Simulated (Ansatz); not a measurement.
Runs of Ansatz 0.2.0 on Hf2Pd2Se2Br2O3. Symmetry: P6mm, No. 183, hexagonal system. Conventional cell: a = 5.759 Å, b = 5.759 Å, c = 8.525 Å, α = 90.00°, β = 90.00°, γ = 120.00°. Hf (site symmetry 3m) is surrounded by 3 O at 1.92 Å. Pd (site symmetry 3m) has 1 Se at 2.33 Å as nearest neighbours. Around Se (site symmetry 3m) lie 1 Pd at 2.33 Å and 1 Hf at 2.67 Å. Br (site symmetry 6mm) has 6 Pd at 3.33 Å and 6 O at 3.80 Å as nearest neighbours. Br (site symmetry 6mm) has 6 O at 3.46 Å and 6 Hf at 3.46 Å and 6 Se at 3.74 Å as nearest neighbours. O (site symmetry 2mm) is surrounded by 2 Hf at 1.92 Å. The cell was built by a generator and needn't be a form met in nature.

```csv
task,level,cell,k mesh,cutoff (eV),points for each segment of the path,target pressure (GPa),gap on the mesh (eV),pressure (GPa),relaxed volume (Å³/atom),largest force (eV/Å)
single point,PBE,as given,6 × 6 × 3,420,-,-,none,-0.1,-,(b)
single point,PBE,"atoms moved at random, drawn with an rms of 0.05 Å",6 × 6 × 3,420,-,-,none,1.1,-,2.58
band structure,r2SCAN,as given,6 × 6 × 3,500,10,-,none,(a),-,0.51
relaxation of cell and atoms,PBE+D3(BJ),relaxed,4 × 4 × 3,420,-,-,none,0.0,20.70,-
relaxation of cell and atoms,r2SCAN,relaxed,4 × 4 × 3,500,-,-,none,0.0,21.15,-
relaxation of cell and atoms,PBE,relaxed to 2 GPa,4 × 4 × 3,420,-,2,none,2.0,-,-
relaxation of cell and atoms,PBE,relaxed to 5 GPa,4 × 4 × 3,420,-,5,none,5.0,-,0.01
```

Alike in all rows: potentials or basis Ansatz PAW; no spin polarisation; smearing fermi-dirac 0.05 eV.

Task: Estimate the missing entries.

Result: (a) -2.2; (b) 0.08.

Caveats: the plane-wave basis is chosen anew once the cell has moved, so the energies of steps on either side of that aren't comparable (some runs); the PAW data sets come from PBE, with cores solved anew for the run's functional, which leaves a small shift of forces and pressure (some runs); spin-orbit coupling is left out, which moves the levels of the heavy elements (some runs); pairwise dispersion overbinds metals, which lowers pressure and volume (some runs).

A k mesh can miss the band edges, and the runs leave out spin-orbit coupling on Br, Hf, Pd, Se.

A gap of «none» marks a metal or a gap under the smearing width.
